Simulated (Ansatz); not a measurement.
From input file to script: BaCuGe (distorted cell) in Ansatz 0.2.0.

```yaml
crystal:
  lattice:
    - [4.23432, 0.0, 0.0]
    - [-2.11716, 3.66703, 0.0]
    - [0.0, 0.0, 5.0455]
  atoms:
    - { symbol: Ba, position: [0.95837, 0.97543, 0.94855] }
    - { symbol: Cu, position: [0.32381, 0.64854, 0.50506] }
    - { symbol: Ge, position: [0.631, 0.30893, 0.48549] }
accuracy: low
basis:
  ecutwfc: 260.0
kpoints:
  mp_grid:
    grid: [3, 3, 2]
    shift: [0.5, 0.5, 0.5]
hamiltonian:
  xc: pbesol
  dispersion: d3bjatm
scf:
  convergence:
    dr2_threshold: 1.0e-07
  mixing:
    algorithm: broyden
    preconditioner: kerker_dos
  occupations:
    method: gaussian
    width: 0.3
output:
  write_density: true
  volumetric_format: npy
  elf: true
  bader: true
```

Script `scf_bacuge.py`:
```python
'''SCF run for BaCuGe, atoms off their sites.'''

from pathlib import Path

import ansatz
import numpy as np

structure = (
    ansatz.Lattice.of((4.23432, 0.0, 0.0), (-2.11716, 3.66703, 0.0), (0.0, 0.0, 5.0455))
    .atom('Ba', (0.95837, 0.97543, 0.94855))
    .atom('Cu', (0.32381, 0.64854, 0.50506))
    .atom('Ge', (0.631, 0.30893, 0.48549))
)

# settings of the run
calculation = (
    structure.calculation()
    .functional(ansatz.Functional.PBESOL, dispersion='d3bjatm')
    .basis(260)
    .accuracy('low')
    .kpoints(3, 3, 2, shift=0.5)
    .occupations('gaussian', width=0.3)
    .mixing('broyden', preconditioner='kerker_dos')
    .scf(tolerance=1e-07)
    .bader_charges()
    .density()
    .electron_localization_function()
    .output_files(volumetric_format='npy')
)
done = calculation.run()
r = done.report

print(f'free energy      {r["free_energy_ev"]:.5f} eV')
print(f'per atom         {r["free_energy_ev"] / len(done.lattice.sites):.5f} eV')
print(f'SCF iterations   {r["n_iterations"]}  (converged: {r["converged"]})')

charges = done.bader_charges()
for atom in charges.atoms:
    print(f'Bader charge {atom.symbol:2s} {atom.partial_charge_e:+.3f} e')

# ELF is 0.5 in a uniform gas and nears 1 where pairs localise
folder = Path(done.write_results('elf'))
elf = np.load(folder / 'elf.npy')
peak = np.unravel_index(elf.argmax(), elf.shape)
print(f'largest ELF {elf.max():.3f} at grid fractions', np.round(np.array(peak) / elf.shape, 3))
for level in (0.2, 0.5, 0.7, 0.8, 0.9):
    print(f'share of the cell with ELF over {level}: {np.mean(elf > level):.3f}')
```

```console
$ python scf_bacuge.py
DeckWarning: basis.ecutwfc = 260 eV is below the records' recommended 420 eV, and the density's cutoff is lower with it unless basis.ecutrho_ratio is high enough to keep the records' density cutoff: compare with a run at a higher cutoff
free energy      -16704.34654 eV
per atom         -5568.11551 eV
SCF iterations   13  (converged: True)
Bader charge Ba +1.134 e
Bader charge Cu -0.347 e
Bader charge Ge -0.787 e
largest ELF 0.914 at grid fractions [0.333 0.667 0.519]
share of the cell with ELF over 0.2: 0.564
share of the cell with ELF over 0.5: 0.197
share of the cell with ELF over 0.7: 0.078
share of the cell with ELF over 0.8: 0.052
share of the cell with ELF over 0.9: 0.000
```
(Warnings from the package without file and line.)

Caveats:
- These settings explore the input space; cutoff and mesh may be short of convergence.
- The cutoff lies under the one recommended for these potentials.
- Spin is left out of this run.
- Dispersion corrections can be off by several per cent in the lattices of metals, and by several GPa in the pressure at a fixed cell.
- For a metal this mesh is far too coarse, so the numbers only illustrate the procedure.
- The free energy holds a sizeable smearing term, which stands for no physical temperature.
- The fields are valence quantities on the plane-wave grid; their values near the nuclei depend on the potentials.
- The cell is a database structure, distorted on purpose.
- Timing: 28 s on 1 thread of Arm Neoverse V2 (shared host), peak memory 0.38 GiB.

(Lines on the test bed's own set-up are left out of the output.)
